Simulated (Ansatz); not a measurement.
# BH5N2Si: atomisation energy, by script

How much energy holds BH5N2Si together? A script is to give an atomisation energy; the system is BH5N2Si.

Program: the Python package of Ansatz 0.2.0. Level of theory: r2SCAN0/cc-pVDZ. These are calculated values, not measurements.

## (1) Starting point

Bond lengths: N1–Si2 1.723 Å, Si2–B3 2.013 Å, Si2–N4 1.739 Å, B3–N4 1.598 Å, N1–H5 1.046 Å, N1–H6 1.073 Å, Si2–H7 1.502 Å, B3–H8 1.131 Å, N4–H9 0.984 Å. Angles (14 of 15 angles, heavy atoms first): N1–Si2–B3 113.5°, N1–Si2–N4 110.4°, B3–Si2–N4 49.8°, Si2–B3–N4 56.2°, Si2–N4–B3 74.1°, N1–Si2–H7 116.0°, B3–Si2–H7 129.8°, N4–Si2–H7 103.9°, Si2–N1–H5 110.5°, Si2–N1–H6 110.4°, Si2–B3–H8 151.8°, N4–B3–H8 151.1°, Si2–N4–H9 108.5°, B3–N4–H9 105.7°.

The script holds or builds the structure itself.

## (2) Script

The input, run_tae.py:

```python
from collections import Counter
from dataclasses import dataclass

import ansatz as az


@dataclass
class RunConfig:
    basis: str = "cc-pVDZ"
    functional: str = "R2SCAN0"


cfg = RunConfig()


def total_energy(molecule, charge=0, unpaired=0):
    calc = (
        molecule.calculation()
        .basis(gaussian=cfg.basis)
        .functional(cfg.functional)
    )
    if charge:
        calc = calc.charge(charge)
    if unpaired:
        calc = calc.spin("collinear", total=unpaired)
    return calc.run().report["free_energy_ev"]

molecule = (
    az.Crystal.molecule()
    .atom("N", (-0.585, 1.5897, -0.0562))
    .atom("Si", (0.4064, 0.2436, 0.362))
    .atom("B", (-0.4325, -1.5364, -0.0644))
    .atom("N", (0.6238, -0.8004, -1.0117))
    .atom("H", (-0.5425, 2.3208, 0.6903))
    .atom("H", (-1.6201, 1.3075, -0.0528))
    .atom("H", (1.8081, 0.5669, 0.7936))
    .atom("H", (-1.0394, -2.4465, 0.2219))
    .atom("H", (1.4697, -1.2915, -0.8999))
)

unpaired = {"N": 3, "Si": 2, "B": 1, "H": 1}
counts = Counter(site.symbol for site in molecule.cartesian_sites)
atom_energy = {s: total_energy(az.Crystal.molecule().atom(s, (0, 0, 0)), 0, unpaired[s]) for s in counts}
whole = total_energy(molecule, 0, 0)
for s, e in atom_energy.items():
    print(f"{s:2s} x{counts[s]}  {e:14.5f} eV")
print(f"BH5N2Si: {whole:.5f} eV")
split = sum(counts[s] * e for s, e in atom_energy.items()) - whole
print(f"atomisation energy (no zero-point term): {split:.3f} eV, {split / sum(counts.values()):.3f} eV an atom")
```

## (3) The calls as engine input

The engine receives this input (first run):

```yaml
crystal:
  periodic: [false, false, false]
  atoms:
    - { symbol: "N", position_ang: [0.0, 0.0, 0.0] }
basis:
  gaussian:
    orbitals: cc-pVDZ
hamiltonian:
  xc: r2scan0
magnetization:
  spin_polarized: true
  initial_magnetization: 3.0
```

## (4) Running it

Launch:

```console
$ python run_tae.py
```

What it wrote:

```text
N  x2     -1484.89920 eV
Si x1     -7873.29488 eV
B  x1      -670.39476 eV
H  x5       -13.58463 eV
BH5N2Si: -11610.44624 eV
atomisation energy (no zero-point term): 29.035 eV, 3.226 eV an atom
```

Wall time 9.2 s (1 thread of Arm Neoverse V1, shared host); peak memory 0.22 GiB.

## (5) What changed from run to run

The engine's inputs for some of the other runs:

Run 3, against run 1:

```diff
@@ -4 +4 @@
-    - { symbol: "N", position_ang: [0.0, 0.0, 0.0] }
+    - { symbol: B, position_ang: [0.0, 0.0, 0.0] }
@@ -12 +12 @@
-  initial_magnetization: 3.0
+  initial_magnetization: 1.0
```

Run 4, against run 1:

```diff
@@ -4 +4 @@
-    - { symbol: "N", position_ang: [0.0, 0.0, 0.0] }
+    - { symbol: H, position_ang: [0.0, 0.0, 0.0] }
@@ -12 +12 @@
-  initial_magnetization: 3.0
+  initial_magnetization: 1.0
```

Run 5, against run 1:

```diff
@@ -4 +4,9 @@
-    - { symbol: "N", position_ang: [0.0, 0.0, 0.0] }
+    - { symbol: "N", position_ang: [-0.585, 1.5897, -0.0562] }
+    - { symbol: Si, position_ang: [0.4064, 0.2436, 0.362] }
+    - { symbol: B, position_ang: [-0.4325, -1.5364, -0.0644] }
+    - { symbol: "N", position_ang: [0.6238, -0.8004, -1.0117] }
+    - { symbol: H, position_ang: [-0.5425, 2.3208, 0.6903] }
+    - { symbol: H, position_ang: [-1.6201, 1.3075, -0.0528] }
+    - { symbol: H, position_ang: [1.8081, 0.5669, 0.7936] }
+    - { symbol: H, position_ang: [-1.0394, -2.4465, 0.2219] }
+    - { symbol: H, position_ang: [1.4697, -1.2915, -0.8999] }
@@ -10,3 +17,0 @@
-magnetization:
-  spin_polarized: true
-  initial_magnetization: 3.0
```

## (6) The runs side by side

From the records of these 5 runs:

```tsv
run	system	unpaired or total moment	energy (eV)	<S²>	SCF cycles	CPU time (s)
1	N	3	-1484.8992	3.75	10	0.46
2	Si	2	-7873.2949	2.01	11	0.67
3	B	1	-670.3948	0.76	17	0.58
4	H	1	-13.5846	0.75	6	0.34
5	BH5N2Si	not set	-11610.4462	0.00	19	6.3
```

Totals carry meaning only in balanced differences at one level of theory.

## (7) Outcome

```
                         quantity      value
atomisation energy, no zero point  29.035 eV
                    runs compared          5
```

What this shows: Zero-point motion and spin-orbit terms of the atoms are left out, and both would lower it. 29.035 eV from the electronic energies, without the zero-point term. What to keep in mind:
- The geometry is a force-field or estimated start, not a minimum of this method, and the basis set is short of its limit. All parts are taken at fixed geometry, without zero-point energy.
- For Al to Cl the sets with a tight d function, cc-pV(X+d)Z, are usual.
